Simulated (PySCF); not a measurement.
# [Nd(H2O)2]2+: other functionals and bases at one geometry

One table from this session's results is given with a row withheld; the runs are named, their logs left out.

Method: several levels, as the steps say, no spin–orbit coupling; program: PySCF 2.14.0.

1 further run of the same task is left out (for a known fault of the program).

### The system as given

7 atoms, charge 2, spin multiplicity 1.

Bond lengths: Nd1–O2 2.532 Å, Nd1–O5 2.532 Å, O2–H3 0.974 Å, O2–H4 0.974 Å, O5–H6 0.974 Å, O5–H7 0.974 Å. Angles: O2–Nd1–O5 180.0°, Nd1–O2–H3 128.4°, Nd1–O2–H4 128.4°, H3–O2–H4 103.2°, Nd1–O5–H6 128.4°, Nd1–O5–H7 128.4°, H6–O5–H7 103.2°.

Coordinates:

```xyz
7
H4NdO2
Nd    0.0000    0.0000    0.0000
O     0.0000    0.0000    2.5317
H     0.5397    0.5397    3.1365
H    -0.5397   -0.5397    3.1365
O     0.0000    0.0000   -2.5317
H     0.5397   -0.5397   -3.1365
H    -0.5397    0.5397   -3.1365
```

Formal oxidation states: Nd +2. Each metal's 4 4f electrons lie in its core potential, so multiplicities, spins and levels count the valence alone. An earlier session relaxed this geometry at PBE0, Nd lcecp-0-SVP with ECP50, O def2-SVP, H def2-SVP (singlet, point group D2d).

At PBE0 on the finer grid: E = -179.856807 Eh, frontier levels not given, since the 4f levels lie in the core, Mulliken charge on Nd1 +1.60 e, largest force component 0.002 eV/Å. 

Levels to run: HF; M06-L; PBE0, TZVP. Hardware: 2 threads of Arm Neoverse V1, shared host.

Set-up of the first run:

run.py (the lines that set the calculation) reads:

```python
mol = gto.M(atom='''
Nd     0.00000     0.00000     0.00000
O      0.00000     0.00000     2.53169
H      0.53972     0.53972     3.13651
H     -0.53972    -0.53972     3.13651
O      0.00000     0.00000    -2.53169
H      0.53972    -0.53972    -3.13651
H     -0.53972     0.53972    -3.13651''',
    basis={'Nd': 'lcecp-0-SVP', 'O': 'def2-SVP', 'H': 'def2-SVP'},
    ecp={'Nd': 'lcecp-0-SVP'},
    charge=2, spin=0)
mf = scf.RHF(mol)
mf = mf.density_fit()  # fitting sets: Nd AutoAux, O def2-universal-JKFIT, H def2-universal-JKFIT
mf.conv_tol = 1e-08; mf.max_cycle = 55
mf.kernel(dm0)  # dm0: the density of the relaxed state
```

The run is started by

```bash
$ OMP_NUM_THREADS=2 python run.py
```

Among the steps run: HF; M06-L; PBE0, TZVP.

One of the session's tables, all rows but one given; the rest of the session is left out.

| level | charge on Nd1 (e) | largest force component (eV/Å) |
| --- | --- | --- |
| PBE0 (relaxed here) | 1.60 | 0.00 |
| HF | ? | ? |
| M06-L | 1.63 | 0.05 |
| PBE0, TZVP | 1.79 | 0.39 |

**Question.** Estimate the row for HF.

As computed: charge on Nd1 (e): 1.73; largest force component (eV/Å): 1.48. In the column «charge on Nd1 (e)» it lies between M06-L (1.63) and PBE0, TZVP (1.79).

The largest leftover force, 1.48 eV/Å with HF, stands at a geometry relaxed at another level. With 4f in the core, its levels are missing from HOMO and gap, and its count is fixed, so no charge can pass from the ligands into it. Total energies of different levels can't be compared.
